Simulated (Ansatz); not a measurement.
**C: response to strain**

C is deformed so: equal xy, yz and zx engineering shear strains of -2 %. What stress and forces result, by LAPW, PAW and all-electron datasets made for the crystal?

Program: Ansatz 0.2.0. Level of theory: DFT LDA, scalar-relativistic. These are calculated values, not measurements.

## Step 1: The system as given

It takes space group Fd-3m (No. 227, cubic). Conventional cell: a = 3.567 Å, b = 3.567 Å, c = 3.567 Å, α = 90.00°, β = 90.00°, γ = 90.00°. C (site symmetry -43m) has 4 C at 1.54 Å as nearest neighbours.

As a file:

```cif
data_structure
_symmetry_space_group_name_H-M 'Fd-3m:1'
_symmetry_Int_Tables_number 227
_cell_length_a 3.5668
_cell_length_b 3.5668
_cell_length_c 3.5668
_cell_angle_alpha 90.000
_cell_angle_beta 90.000
_cell_angle_gamma 90.000
_cell_volume 45.38
loop_
_atom_site_label
_atom_site_type_symbol
_atom_site_symmetry_multiplicity
_atom_site_Wyckoff_symbol
_atom_site_fract_x
_atom_site_fract_y
_atom_site_fract_z
_atom_site_occupancy
C1 C 8 a 0.50000 0.00000 0.50000 1
```

The file gives the conventional cell by its symmetry; the runs use the cell typed in the input.

Atoms are numbered in the order of the input: C1, C2.

## Step 2: After the deformation

Space group Fd-3m before, R-3m after.

## Step 3: LAPW, all electrons

input.yaml reads:

```yaml
crystal:
  lattice:
    - [-0.035668, 1.765566, 1.765566]
    - [1.765566, -0.035668, 1.765566]
    - [1.765566, 1.765566, -0.035668]
  atoms:
    - { symbol: C, position: [0.5, 0.5, 0.5] }
    - { symbol: C, position: [0.75, 0.75, 0.75] }
kpoints:
  mp_grid: { grid: [16, 16, 16] }
  band_path:
    path:
      - [0.0, 0.0, 0.0]
      - [0.5, 0.5, 0.5]
      - [0.2551801333, 0.5, 0.7448198667]
      - [-0.2551801333, 0.2551801333, 0.5]
      - [0.0, 0.0, 0.5]
      - [0.0, 0.0, 0.0]
      - [-0.3775900666, 0.0, 0.3775900666]
      - [0.0, 0.3775900666, 0.6224099334]
      - [0.0, 0.5, 0.5]
    npoints: 5
scf:
  occupations: { method: fermi_dirac, width: 0.03 }
hamiltonian:
  xc: lda
  pseudopotentials: { kind: all_electron, lapw: { basis_error: 0.00025 } }
output:
  forces: true
  stress: true
  eigenvalues: true
```

Started as:

```
$ ansatz run input.yaml --threads 1 --pin off --max-ram 3072MiB --backend cpu --events-out ev --progress --plain --runs-dir out
```

What it wrote, cut to the lines that bear on the results:

```text
LAPW: plane waves up to 12.081 Å⁻¹, error target 2.5e-4 eV per atom; small_component_spin mean_spin; C in spheres of 0.757 Å, 6 of its electrons in bands, Dirac shells []
[...]
Pseudopotentials: kind: all_electron
Pseudopotential: C, LAPW, valence charge 6, Koelling and Harmon's equation, gaussian nucleus
Functional definition: SPW92
[...]
Crystal: 2 atoms, lattice volume = 11.341 Å³
Basis set: ecut = 556.0382796761378 eV, 331 PW (Γ), exchange–correlation at level 2
Bands: 10, of which v1, the nominal top of the filled ones, is band 6 counted from 1 (5 counted from 0)
Symmetry: 12 space group operations
Space group: R-3m (ITA 166), of the structure as read, at distance tolerance 2.2e-5 Å
k-points: 417 of 4096
[...]
SCF iter   1: F=—  HF=-2058.646002 eV  |F-HF|=—  |Δ(HF+E_count)|=         —  Δρ=1.39e-1  dr2=1.58e0  ethr=1.32e-2  ⟨swp⟩=2.0  Hψ=30839  notcnv=0
[...]
SCF iter   5: F=-2057.875815 eV  HF=-2057.875815 eV  |F-HF|=4.77e-9  |Δ(HF+E_count)|=   1.66e-7  Δρ=1.97e-5  dr2=1.74e-8  ethr=2.74e-8  ⟨swp⟩=2.7  Hψ=9488  notcnv=0
[...]
NSCF: frozen V_eff on 41 k-points
SCF converged after 5 iterations
Free energy (F): -2057.875815 eV
[...]
E sigma→0 (E₀):  -2057.875815 eV
Fermi energy:    15.397317 eV
[...]
--- Forces (eV/Å), atoms counted from 1 ---
  atom   1  C     -0.08277649    -0.08277649    -0.08277649
  atom   2  C      0.08277649     0.08277649     0.08277649
[...]
--- Stress (GPa, compression-positive) ---
      -12.356448      11.447569      11.447569
       11.447569     -12.356448      11.447569
       11.447569      11.447569     -12.356448
  P = ⅓ Tr σ = -12.3564 GPa (-123.564 kbar)
--- Band table (eV; the first three rows and the last of 417) ---
  k-point 0: bands = ["-249.5228", "-249.5101", "-7.9436", "13.3586", "13.3845", "13.3845", "18.6206", "18.6206", "19.4756", "27.0167"]
[...]
```

Run time: 14 s. Hardware: 1 thread of Intel Xeon 6975P-C (Granite Rapids), shared host; peak memory 0.55 GiB.

Result: pressure -12.36 GPa; gap 4.05 eV; largest force 0.143 eV/Å.

## Step 4: PAW with frozen cores

input.yaml reads:

```yaml
crystal:
  lattice:
    - [-0.035668, 1.765566, 1.765566]
    - [1.765566, -0.035668, 1.765566]
    - [1.765566, 1.765566, -0.035668]
  atoms:
    - { symbol: C, position: [0.5, 0.5, 0.5] }
    - { symbol: C, position: [0.75, 0.75, 0.75] }
kpoints:
  mp_grid: { grid: [16, 16, 16] }
scf:
  occupations: { method: fermi_dirac, width: 0.03 }
hamiltonian:
  xc: lda
  pseudopotentials: { kind: paw }
output:
  forces: true
  stress: true
  eigenvalues: true
  efg: { contact_densities: true }
```

Started as:

```
$ ansatz run input.yaml --threads 1 --pin off --max-ram 3072MiB --backend cpu --events-out ev --progress --plain --runs-dir out
```

What it wrote, cut to the lines that bear on the results:

```text
[...]
Pseudopotentials: kind: paw
Pseudopotential: C, paw, valence charge 4, recommended cutoff 420 eV (normal)
[... 1 set-up line as earlier in the session ...]
[...]
Crystal: 2 atoms, lattice volume = 11.341 Å³
Basis set: ecut = 420 eV, 229 PW (Γ)
Bands: 8, of which v1, the nominal top of the filled ones, is band 4 counted from 1 (3 counted from 0)
[... 2 set-up lines as earlier in the session ...]
k-points: 417 of 4096
[...]
SCF iter   1: F=—  HF=-485.948026 eV  |F-HF|=—  |Δ(HF+E_count)|=         —  Δρ=7.20e-3  dr2=2.06e-3  ethr=1.77e-3  ⟨swp⟩=4.8  Hψ=21533  notcnv=0
[...]
SCF iter   6: F=-485.947417 eV  HF=-485.947417 eV  |F-HF|=3.52e-12  |Δ(HF+E_count)|=  8.72e-10  Δρ=6.58e-7  dr2=1.32e-11  ethr=2.35e-11  ⟨swp⟩=1.1  Hψ=10148  notcnv=0
[...]
SCF converged after 6 iterations
Free energy (F): -485.947417 eV
[...]
E sigma→0 (E₀):  -485.947417 eV
Fermi energy:    15.083183 eV
[...]
--- Forces (eV/Å), atoms counted from 1 ---
  atom   1  C     -0.08209543    -0.08209543    -0.08209543
  atom   2  C      0.08209543     0.08209543     0.08209543
[...]
--- Stress (GPa, compression-positive) ---
      -12.472732      11.429930      11.429930
       11.429930     -12.472732      11.429930
       11.429930      11.429930     -12.472732
  P = ⅓ Tr σ = -12.4727 GPa (-124.727 kbar)
--- PAW observables at the nuclei: V_zz in 10²¹ V/m², potentials from the cell's mean, atoms counted from 1 ---
  atom   1  C  V_zz =    -0.416342   η = 0.0000   by run symmetry: allowed
            electrostatic potential = -419.222504 V   contact ρ = 849.730529 e/Å³
  atom   2  C  V_zz =    -0.416342   η = 0.0000   by run symmetry: allowed
            electrostatic potential = -419.222504 V   contact ρ = 849.730529 e/Å³
--- Band table (eV; the first three rows and the last of 417) ---
  k-point 0: bands = ["-8.2680", "13.0455", "13.0692", "13.0692", "18.3011", "18.3011", "19.1562", "26.6621"]
[...]
```

Run time: 1.5 s. Hardware: 1 thread of Intel Xeon 6975P-C (Granite Rapids), shared host; peak memory 0.35 GiB.

In short: pressure -12.47 GPa; gap on the k mesh 4.06 eV; largest force 0.142 eV/Å; Vzz C1 -0.42 (η = 0.00) (10²¹ V/m²).

## Step 5: All-electron PAW on datasets made for the crystal

input.yaml: that of step 4 with these lines changed.

```diff
@@ -14,3 +14,3 @@
   xc: lda
-  pseudopotentials: { kind: paw }
+  pseudopotentials: { kind: all_electron, datasets: crystal }
 output:
```

Started as:

```
$ ansatz run input.yaml --threads 1 --pin off --max-ram 3072MiB --backend cpu --events-out ev --progress --plain --runs-dir out
```

What it wrote, cut to the lines that bear on the results:

```text
[...]
[... 1 set-up line as earlier in the session ...]
Pseudopotential: C, paw, valence charge 4, recommended cutoff 560 eV (normal), Koelling and Harmon's equation, gaussian nucleus
[... 1 set-up line as earlier in the session ...]
[...]
Crystal: 2 atoms, lattice volume = 11.341 Å³
Basis set: ecut = 560 eV, 331 PW (Γ)
Bands: 8, of which v1, the nominal top of the filled ones, is band 4 counted from 1 (3 counted from 0)
[... 2 set-up lines as earlier in the session ...]
k-points: 417 of 4096
[...]
SCF iter   1: F=—  HF=-2058.420852 eV  |F-HF|=—  |Δ(HF+E_count)|=         —  Δρ=1.50e-1  dr2=1.74e0  ethr=2.13e-2  ⟨swp⟩=2.0  Hψ=20149  notcnv=0
[...]
SCF iter   6: F=-2057.875995 eV  HF=-2057.875995 eV  |F-HF|=8.62e-9  |Δ(HF+E_count)|=   3.52e-6  Δρ=2.34e-5  dr2=5.14e-9  ethr=2.56e-9  ⟨swp⟩=3.0  Hψ=6692  notcnv=0
[...]
SCF converged after 6 iterations
[...]
  The terms above E_closure are by the made datasets' own strengths, without shells solved beside the bands.
--- Forces (eV/Å), atoms counted from 1 ---
  atom   1  C     -0.08270170    -0.08270170    -0.08270170
  atom   2  C      0.08270170     0.08270170     0.08270170
[...]
--- Stress (GPa, compression-positive) ---
      -12.356594      11.446215      11.446215
       11.446215     -12.356594      11.446215
       11.446215      11.446215     -12.356594
  P = ⅓ Tr σ = -12.3566 GPa (-123.566 kbar)
--- PAW observables at the nuclei: V_zz in 10²¹ V/m², potentials from the cell's mean, atoms counted from 1 ---
  atom   1  C  V_zz =    -0.416106   η = 0.0000   by run symmetry: allowed
            electrostatic potential = -417.164777 V   contact ρ = 849.884750 e/Å³
  atom   2  C  V_zz =    -0.416106   η = 0.0000   by run symmetry: allowed
            electrostatic potential = -417.164777 V   contact ρ = 849.884750 e/Å³
--- Band table (eV; the first three rows and the last of 417) ---
  k-point 0: bands = ["-7.9436", "13.3584", "13.3844", "13.3844", "18.6205", "18.6205"]
[...]
```

Wall time 8 s (1 thread of Intel Xeon 6975P-C (Granite Rapids), shared host); peak memory 0.49 GiB.

Result: pressure -12.36 GPa; gap on the k mesh 4.05 eV; largest force 0.143 eV/Å; Vzz C1 -0.42 (η = 0.00) (10²¹ V/m²).

## Step 6: Side by side

Stress (GPa, compression positive):

```tsv
method	xx	yy	zz	yz	xz	xy
LAPW	-12.36	-12.36	-12.36	11.45	11.45	11.45
PAW	-12.47	-12.47	-12.47	11.43	11.43	11.43
crystal datasets	-12.36	-12.36	-12.36	11.45	11.45	11.45
```

Forces (eV/Å):

```tsv
atom	LAPW x	LAPW y	LAPW z	PAW x	PAW y	PAW z	crystal datasets x	crystal datasets y	crystal datasets z
C1	-0.083	-0.083	-0.083	-0.082	-0.082	-0.082	-0.083	-0.083	-0.083
C2	0.083	0.083	0.083	0.082	0.082	0.082	0.083	0.083	0.083
```

| method | pressure (GPa) | gap on the k mesh (eV) | largest force (eV/Å) | Vzz C1 (10²¹ V/m²) | SCF cycles, all passes |
| --- | --- | --- | --- | --- | --- |
| LAPW | -12.36 | 4.05 | 0.143 | – | 5 |
| PAW | -12.47 | 4.06 | 0.142 | -0.42 | 6 |
| crystal datasets | -12.36 | 4.05 | 0.143 | -0.42 | 6 |

## Step 7: What came out

```
                                 quantity                                                 value
                                 pressure  LAPW -12.36, PAW -12.47, crystal datasets -12.36 GPa
largest shear or deviatoric stress (LAPW)                                             11.45 GPa
```

What this shows: The largest part of the stress beyond the pressure is 11.45 GPa in size; the atoms are carried along and not relaxed. No run of the undeformed cell stands beside it, so the pressure holds what the given cell had before the change. PAW: stress within 0.12 GPa of LAPW, forces within 1 meV/Å. Crystal datasets: stress within 0.01 GPa of LAPW, forces within 1 meV/Å.
